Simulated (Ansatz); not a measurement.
# CH₃OZn radical: up Jacob's ladder to CCSD(T)

The task here is to estimate one member of a computed series from the others.

Method: functionals in def2-TZVPP, the program's frozen cores in correlated methods; program: Ansatz 0.2.0, Gaussian basis.

The runs, in order: LDA (SPW92), PBE-D4, revPBE-D4, BLYP-D4, r2SCAN-D4, B97M-V, PBE0-D4, B3LYP-D4, r2SCANh-D4, r2SCAN0-D4, HSE06-D4, BHLYP-D4, CAM-B3LYP-D4, LC-ωPBE, ωB97X-V, ωB97M-V, B2PLYP, PBE-QIDH; CCSD(T)/def2-SVP; CCSD(T)/def2-TZVPP; MP2/def2-QZVPP; extrapolation to the limit; RPA on PBE.

**The relaxed structure**

The geometry comes from an earlier relaxation with PBE0-D4 in a triple-zeta def2 set; it is a stationary point.

SMILES `C[O][Zn]`, 6 atoms, charge 0, spin multiplicity 2.

Atoms are counted from 1 here; the program's logs count them from 0.

Bond lengths: C1–O2 1.397 Å, C1–H4 1.099 Å, C1–H5 1.099 Å, C1–H6 1.097 Å, O2–Zn3 1.829 Å. Angles: O2–C1–H4 113.1°, O2–C1–H5 113.1°, O2–C1–H6 108.4°, H4–C1–H5 107.7°, H4–C1–H6 107.1°, H5–C1–H6 107.1°, C1–O2–Zn3 125.4°.

Coordinates:

```xyz
6

C     0.39449   -0.13518    0.28297
O    -0.79050    0.56550    0.04373
Zn   -1.77437    0.48755   -1.49563
H     0.26644   -1.22615    0.24335
H     1.20162    0.13197   -0.41370
H     0.74452    0.11232    1.29309
```

Set-up of the first run:

in.yaml

```yaml
crystal:
  periodic: [false, false, false]
  atoms:
    - {symbol: C, position_ang: [0.394490, -0.135182, 0.282972]}
    - {symbol: O, position_ang: [-0.790504, 0.565496, 0.043728]}
    - {symbol: Zn, position_ang: [-1.774371, 0.487548, -1.495631]}
    - {symbol: H, position_ang: [0.266444, -1.226152, 0.243345]}
    - {symbol: H, position_ang: [1.201617, 0.131966, -0.413703]}
    - {symbol: H, position_ang: [0.744524, 0.112325, 1.293087]}
basis:
  gaussian: {orbitals: def2-TZVPP}
magnetization: {spin_polarized: true, initial_magnetization: 1}
hamiltonian: {xc: lda}
output: {orbitals: {seedname: orbitals}}
```

Steps of the session up to this table: LDA; PBE-D4 (GGA); revPBE-D4 (GGA); BLYP-D4 (GGA); r2SCAN-D4 (meta-GGA); B97M-V (meta-GGA); PBE0-D4 (hybrid); B3LYP-D4 (hybrid); r2SCANh-D4 (hybrid); r2SCAN0-D4 (hybrid); HSE06-D4 (hybrid); BHLYP-D4 (hybrid); CAM-B3LYP-D4 (range-separated); LC-ωPBE-D4 (range-separated; the results give it without D4); ωB97X-V (range-separated); ωB97M-V (range-separated); B2PLYP (double hybrid); PBE-QIDH (double hybrid).

One of the session's tables, all rows but one given; the rest of the session is left out.

It belongs to the step «Frontier levels by functional». 

```
  functional  HOMO (eV)  LUMO (eV)  gap (eV)
 LDA (SPW92)      -5.24      -4.39      0.85
      PBE-D4      -5.12      -4.06      1.06
   revPBE-D4          ?          ?         ?
     BLYP-D4      -4.98      -4.15      0.83
   r2SCAN-D4      -5.49      -3.69      1.79
      B97M-V      -5.12      -4.24      0.88
     PBE0-D4      -6.15      -3.09      3.06
    B3LYP-D4      -5.96      -3.58      2.37
  r2SCANh-D4      -5.87      -3.37      2.50
  r2SCAN0-D4      -6.43      -2.93      3.50
    HSE06-D4      -5.75      -3.47      2.28
    BHLYP-D4      -7.00      -2.45      4.55
CAM-B3LYP-D4      -7.41      -2.37      5.04
     LC-ωPBE      -8.69      -0.81      7.88
     ωB97X-V      -8.23      -1.10      7.13
     ωB97M-V      -8.24      -1.43      6.81
```

**Question.** Estimate the row for revPBE-D4.

The run gave: HOMO (eV): -5.07; LUMO (eV): -3.94; gap (eV): 1.13. In the column «HOMO (eV)» it lies between B97M-V (-5.12) and BLYP-D4 (-4.98).
